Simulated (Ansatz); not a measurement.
**Si2PH7 + H2: a complex and its separated parts**

The complex below is one end of an elementary step. How strongly is it bound against its free parts?

Computed with Ansatz 0.2.0, Gaussian basis. Level: PBE0-D4/def2-TZVP structures, single points in def2-TZVPP, no counterpoise correction.

Levels: SPW92, PBE-D4, BLYP-D4, r2SCAN-D4, B97M-V, PBE0-D4, B3LYP-D4, r2SCAN0-D4, BHLYP-D4, CAM-B3LYP-D4, wB97X-V, wB97M-V, B2PLYP, PBE-QIDH, RPA on PBE, Hartree-Fock, MP2, CCSD, CCSD(T).

Correlated methods freeze the cores. B3LYP uses VWN-RPA correlation. B2PLYP carries no dispersion term here.

94 further runs of the same task are left out: 94 set aside as unsound or not needed.

## (1) Where the work starts

The complex: 12 atoms, charge 0, spin multiplicity 1.

Atoms are counted from 1 here; the program's logs count them from 0.

Bond lengths: Si1–H3 1.490 Å, Si1–H4 1.489 Å, Si1–Si5 2.339 Å, Si1–P7 2.260 Å, H2–H6 0.747 Å, Si5–H8 1.487 Å, Si5–H9 1.488 Å, Si5–H10 1.488 Å, P7–H11 1.421 Å, P7–H12 1.420 Å. Angles: H3–Si1–H4 108.1°, H3–Si1–Si5 109.9°, H3–Si1–P7 113.1°, H4–Si1–Si5 109.2°, H4–Si1–P7 107.0°, Si5–Si1–P7 109.6°, Si1–Si5–H8 110.1°, Si1–Si5–H9 110.2°, Si1–Si5–H10 110.2°, H8–Si5–H9 108.9°, H8–Si5–H10 108.7°, H9–Si5–H10 108.6°, Si1–P7–H11 94.3°, Si1–P7–H12 93.8°, H11–P7–H12 93.6°.

Geometry (Å):

```
Si   -1.3033    0.0670   -0.5483
H     2.9654    0.2423    0.8606
H    -1.5036   -0.4861   -1.9168
H    -2.6416    0.3848    0.0220
Si   -0.2502   -1.5233    0.8051
H     2.7602    0.9481    0.9914
P    -0.1067    1.9839   -0.5345
H    -0.0515   -0.9786    2.1746
H    -1.0795   -2.7559    0.8915
H     1.0770   -1.8835    0.2375
H    -0.7993    2.5488   -1.6393
H     0.9328    1.4527   -1.3437
```

Its parts: Si2PH7 holds atoms 1, 3, 4, 5, 7, 8, 9, 10, 11, 12; H2 holds atoms 2, 6. Each part counts its atoms afresh in its own runs.

## (2) Relaxing Si2PH7 alone

Input file relax-a/in.yaml:

```yaml
crystal:
  periodic: [false, false, false]
  atoms:
    - {symbol: Si, position_ang: [-1.303300, 0.066963, -0.548305]}
    - {symbol: H, position_ang: [-1.503572, -0.486112, -1.916828]}
    - {symbol: H, position_ang: [-2.641575, 0.384792, 0.022041]}
    - {symbol: Si, position_ang: [-0.250154, -1.523319, 0.805054]}
    - {symbol: P, position_ang: [-0.106750, 1.983855, -0.534544]}
    - {symbol: H, position_ang: [-0.051544, -0.978593, 2.174589]}
    - {symbol: H, position_ang: [-1.079452, -2.755929, 0.891471]}
    - {symbol: H, position_ang: [1.077048, -1.883535, 0.237516]}
    - {symbol: H, position_ang: [-0.799290, 2.548817, -1.639313]}
    - {symbol: H, position_ang: [0.932818, 1.452713, -1.343729]}
basis:
  gaussian: {orbitals: def2-TZVP}
hamiltonian: {xc: pbe0, dispersion: d4}
relax: {f_tol: 0.005, max_steps: 200}
```

Started as:

```sh
> ansatz run in.yaml --threads 4 --pin off --events-out ev --progress --plain --max-ram 9574MiB
```

The runs that follow: Relaxing H2 alone; SPW92/def2-TZVPP; PBE-D4/def2-TZVPP; BLYP-D4/def2-TZVPP; r2SCAN-D4/def2-TZVPP; B97M-V/def2-TZVPP; PBE0-D4/def2-TZVPP; B3LYP-D4/def2-TZVPP; r2SCAN0-D4/def2-TZVPP; BHLYP-D4/def2-TZVPP; CAM-B3LYP-D4/def2-TZVPP; wB97X-V/def2-TZVPP; wB97M-V/def2-TZVPP; B2PLYP/def2-TZVPP; PBE-QIDH/def2-TZVPP; RPA on PBE/def2-TZVPP; CCSD(T)/def2-TZVPP; Vibrations of Si2PH7; Vibrations of H2.

Q: Predict the outcome of this session. Wanted: complex less parts, CCSD(T)/def2-TZVPP; with zero-point energy; largest T1 diagnostic.

**Answer**, as computed:

| quantity | value |
| --- | --- |
| complex less parts, CCSD(T)/def2-TZVPP | -0.42 kcal/mol |
| with zero-point energy | +0.35 kcal/mol |
| largest T1 diagnostic | 0.014 |

What this shows: At CCSD(T) the complex lies 0.42 kcal/mol below its parts. BLYP-D4 is the best functional here (-0.02 kcal/mol from CCSD(T)); SPW92 is the worst (-0.85 kcal/mol). Mean unsigned error by rung: LDA 0.85, GGA 0.25, meta-GGA 0.12, hybrid 0.21, range-separated hybrid 0.21, double hybrid 0.28 kcal/mol. PBE-D4 gives a relative energy 0.48 kcal/mol too low, an error of 114 % of the reference. No counterpoise was applied, and triple zeta lacks some correlation, so the CCSD(T) reference has a basis error of its own, and close matches with it are partly luck.
